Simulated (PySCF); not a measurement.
# RuO2H: structure of the quartet

Where does quartet RuO2H go from a trigonal pyramidal start, is the end point a minimum, and what are its modes, charges and moments?

Computed with PySCF 2.14.0. Level: PBE0, basis Ru def2-TZVP with ECP28, O def2-TZVP, H def2-TZVP, scalar-relativistic core potentials, no spin–orbit coupling, density fitting.

**1. Starting geometry**

4 atoms, charge 0, spin multiplicity 4.

Bond lengths: Ru1–O2 1.710 Å, Ru1–O3 1.710 Å, Ru1–H4 1.570 Å. Angles: O2–Ru1–O3 99.8°, O2–Ru1–H4 99.8°, O3–Ru1–H4 99.8°.

```xyz
4
charge 0 multiplicity 4
Ru    0.0000    0.0000    0.0000
O    -0.7549    1.3076    0.8028
O    -0.7549   -1.3076    0.8028
H     1.3862    0.0000    0.7371
```

**2. First SCF at the start**

The steps below are one call of a driver around PySCF. For each, scf.py gives the equivalent set-up of the SCF; relaxations use the driver's own optimiser. After this first run the driver tries any further starts and a stability analysis.

File scf.py:

```python
from pyscf import gto, scf, dft
mol = gto.M(atom='''
Ru     0.000000     0.000000     0.000000
O     -0.754900     1.307600     0.802800
O     -0.754900    -1.307600     0.802800
H      1.386200     0.000000     0.737100''',
    basis={'Ru': 'def2-TZVP', 'O': 'def2-TZVP', 'H': 'def2-TZVP'},
    ecp={'Ru': 'def2-TZVP'},
    charge=0, spin=3)
mf = dft.UKS(mol, xc='PBE0')
mf.grids.atom_grid = (50, 194)
aux = {'Ru': 'def2-universal-JKFIT', 'O': 'def2-universal-JKFIT', 'H': 'def2-universal-JKFIT'}
mf = mf.density_fit(auxbasis=aux)
mf.conv_tol = 1e-08
mf.diis_space = 10
mf.max_cycle = 60
mf.init_guess = 'minao'
mf.verbose = 4
mf.kernel()
```

On the command line:

```sh
> OMP_NUM_THREADS=4 python axn.py task.json out
```

The log of the run:

```text
init E= -237.864525925761
[... the frontier-level lines of each cycle are left out ...]
cycle= 1 E= -245.518779585624  delta_E= -7.65  |g|= 0.712  |ddm|= 3.01
cycle= 2 E= -245.069410727477  delta_E= 0.449  |g|= 1.28  |ddm|=  1.4
cycle= 3 E= -245.669128322381  delta_E= -0.6  |g|= 0.49  |ddm|= 0.979
cycle= 4 E= -245.746650993466  delta_E= -0.0775  |g|= 0.162  |ddm|= 0.284
cycle= 5 E= -245.756199005451  delta_E= -0.00955  |g|= 0.029  |ddm|= 0.0797
cycle= 6 E= -245.756592074489  delta_E= -0.000393  |g|= 0.00856  |ddm|= 0.0254
cycle= 7 E= -245.7566897423  delta_E= -9.77e-05  |g|= 0.00328  |ddm|= 0.0178
cycle= 8 E= -245.756704310587  delta_E= -1.46e-05  |g|= 0.00171  |ddm|= 0.00613
cycle= 9 E= -245.756708966205  delta_E= -4.66e-06  |g|= 0.000746  |ddm|= 0.00408
cycle= 10 E= -245.756709580152  delta_E= -6.14e-07  |g|= 0.000141  |ddm|= 0.00143
cycle= 11 E= -245.756709636504  delta_E= -5.64e-08  |g|= 6.78e-05  |ddm|= 0.000456
cycle= 12 E= -245.756709644729  delta_E= -8.23e-09  |g|= 2.18e-05  |ddm|= 0.000174
Extra cycle  E= -245.756709644071  delta_E= 6.58e-10  |g|= 6.16e-05  |ddm|= 4.4e-05
converged SCF energy = -245.756709644071  <S^2> = 3.7795032  2S+1 = 4.0147245
```

This step, with its further starts and checks, took 18 s on 4 threads of Intel Xeon Platinum 8259CL at 2.50GHz (Skylake/Cascade Lake), shared host.

Energies from each starting density:

| start | energy (Eh) |
| --- | --- |
| the minimal-basis guess | -245.756710 |
| a thermally smeared density | -245.756710 |
| a smeared PBE density | -245.756710 |

No lower solution of this spin turned up from the other starts or in the test of internal stability.

**3. Trigonal pyramidal start, quartet: relaxation**

The program finds Cs symmetry in the start, which this walk keeps.

Edit scf.py of step 2 so:

```diff
@@ -3,4 +3,4 @@
-Ru     0.000000     0.000000     0.000000
-O     -0.754900     1.307600     0.802800
-O     -0.754900    -1.307600     0.802800
-H      1.386200     0.000000     0.737100''',
+Ru     0.168656     0.000000    -0.195878
+O     -0.586244     1.307600     0.606922
+O     -0.586244    -1.307600     0.606922
+H      1.554856     0.000000     0.541222''',
@@ -17 +16,0 @@
-mf.init_guess = 'minao'
```

Energy and gradient, step by step:

| step | energy (Eh) | change (kJ/mol) | largest symmetric gradient (Eh/bohr) |
| --- | --- | --- | --- |
| 0 | -245.756710 | 0.00 | 0.03559 |
| 1 | -245.766049 | -24.52 | 0.01181 |
| 2 | -245.767133 | -27.37 | 0.00276 |
| 3 | -245.767170 | -27.46 | 0.00067 |
| 4 | -245.767188 | -27.51 | 0.00052 |
| 5 | -245.767194 | -27.53 | 0.00030 |
| 6 | -245.767195 | -27.53 | 0.00005 |

The walk took 22 s.

Geometry (Å) and forces (eV/Å) at some steps:

```
step 0
Ru   0.169   0.000  -0.196  -1.829   0.000   1.799
O   -0.586   1.308   0.607   0.820   0.269  -0.924
O   -0.586  -1.308   0.607   0.820  -0.269  -0.924
H    1.555   0.000   0.541   0.190   0.000   0.049
step 1
Ru   0.110   0.000  -0.129  -0.583   0.000   0.607
O   -0.549   1.394   0.574   0.219   0.061  -0.307
O   -0.549  -1.394   0.574   0.219  -0.061  -0.307
H    1.539   0.000   0.540   0.144   0.000   0.006
step 3
Ru   0.086   0.000  -0.086   0.035   0.000   0.021
O   -0.542   1.432   0.555  -0.030   0.008  -0.003
O   -0.542  -1.432   0.555  -0.030  -0.008  -0.003
H    1.550   0.000   0.535   0.025   0.000  -0.015
step 6
Ru   0.091   0.000  -0.075  -0.001   0.000  -0.002
O   -0.553   1.431   0.552   0.000  -0.001   0.001
O   -0.553  -1.431   0.552   0.000   0.001   0.001
H    1.565   0.000   0.530   0.001   0.000   0.001
```

It settles in Cs symmetry, 27.5 kJ/mol below the start, after 6 steps: Ru–H 1.593 Å, Ru–O 1.690 Å (×2); H–Ru–O 102.2° (×2), O–Ru–O 115.8°.

**4. Frequencies**

On the finer grid the gradient is checked again; gradients at displacements of ±0.02 bohr then give force constants and infrared intensities.

Edit scf.py of step 3 so:

```diff
@@ -3,4 +3,4 @@
-Ru     0.168656     0.000000    -0.195878
-O     -0.586244     1.307600     0.606922
-O     -0.586244    -1.307600     0.606922
-H      1.554856     0.000000     0.541222''',
+Ru     0.141439     0.000000    -0.153066
+O     -0.501904     1.430977     0.473548
+O     -0.501904    -1.430977     0.473548
+H      1.615682     0.000000     0.451042''',
@@ -11 +11 @@
-mf.grids.atom_grid = (50, 194)
+mf.grids.atom_grid = (75, 302)
@@ -14 +14 @@
-mf.conv_tol = 1e-08
+mf.conv_tol = 1e-10
```

The driver hands on the density of the step before, so the log starts near convergence.

Log of the central SCF (cycles and frontier levels):

```text
init E= -245.767196311495
[... the frontier-level lines of each cycle are left out ...]
cycle= 1 E= -245.767196311393  delta_E= 1.02e-10  |g|= 1.81e-05  |ddm|= 9.45e-06
cycle= 2 E= -245.767196309795  delta_E= 1.6e-09  |g|= 7.02e-05  |ddm|= 3.64e-05
cycle= 3 E= -245.767196311506  delta_E= -1.71e-09  |g|= 6.64e-07  |ddm|= 2.91e-05
cycle= 4 E= -245.767196311508  delta_E= -1.93e-12  |g|= 3.5e-07  |ddm|= 6.48e-07
Extra cycle  E= -245.767196311506  delta_E= 1.71e-12  |g|= 6.4e-07  |ddm|= 6.89e-07
converged SCF energy = -245.767196311506  <S^2> = 3.7755421  2S+1 = 4.0127507
```

The whole step took 88 s.

Geometry: Cs; Ru–H 1.593 Å, Ru–O 1.689 Å (×2); H–Ru–O 102.2° (×2), O–Ru–O 115.8°.

Harmonic modes (main isotopes):

| symmetry | ω (cm⁻¹) | IR (km/mol) | type |
| --- | --- | --- | --- |
| a' | 308 | 6.9 | bend |
| a' | 355 | 14.7 | bend |
| a'' | 592 | 5.9 | bend |
| a'' | 905 | 91.5 | stretch |
| a' | 977 | 33.8 | stretch |
| a' | 2098 | 19.5 | stretch |

All wavenumbers are real: a minimum.

Properties at this point:

```
Dipole moment                                                   : 3.01 D
Highest occupied level                                          : -7.49 eV
Lowest empty level                                              : -4.47 eV
Rotational constants                                            : 0.7494, 0.2495, 0.1961 cm⁻¹
Zero-point energy                                               : 31.3 kJ/mol
Principal polarisabilities                                      : 32.5, 40.5, 51.2 bohr³
Atomisation energy without zero-point energy                    : 1141 kJ/mol
Principal traceless quadrupole moments about the centre of mass : -6.05, 1.44, 4.61 D Å
Entropy at 298.15 K and 1 bar (electronic part: spin only)      : 292.5 J/(mol K)
Heat capacity Cp at 298.15 K                                    : 54.9 J/(mol K)
Enthalpy at 298.15 K above 0 K                                  : 12.61 kJ/mol
Rotational symmetry number                                      : 1
Spin squared ⟨S²⟩                                               : 3.776
```

Populations by atom (charges in e):

```csv
atom,Mulliken,Löwdin,polar tensor,spin (Mulliken),Mayer order to Ru1
Ru1,0.99,0.51,1.10,1.94,–
"O2,3",-0.51,-0.27,-0.50,0.56,1.74
H4,0.03,0.02,-0.09,-0.06,0.91
```

Mulliken populations on Ru1 (outside its core potential): s 2.46, p 6.37, d 6.15, f 0.03.

**5. What came out**

| quantity | value |
| --- | --- |
| minimum | quartet, Cs |
| geometry | Ru–H 1.593 Å, Ru–O 1.689 Å (×2); H–Ru–O 102.2° (×2), O–Ru–O 115.8° |
| wavenumbers (cm⁻¹) | 308 (a'), 355 (a'), 592 (a''), 905 (a''), 977 (a'), 2098 (a') |
| dipole moment | 3.01 D |
| highest occupied, lowest empty level (either spin) | -7.49, -4.47 eV |
| polar-tensor charge of Ru1 | +1.10 e |
| zero-point energy | 31.3 kJ/mol |
| entropy at 298.15 K | 292.5 J/(mol K) |
| atomisation energy (no zero-point energy) | 1141 kJ/mol |
| ⟨S²⟩ | 3.776 |

**Reading.** The trigonal pyramidal start keeps its Cs symmetry and ends in a minimum. The strongest infrared band lies at 905 cm⁻¹ (a'', stretch). Most of the spin sits on Ru1 (Mulliken spin 1.94, against 3 for the whole molecule). Other starts or spin states, not run here, may lie lower. Open d and f shells are described by one determinant, and the ground state may have another occupation or spin.

The search up to here took 2.1 min.
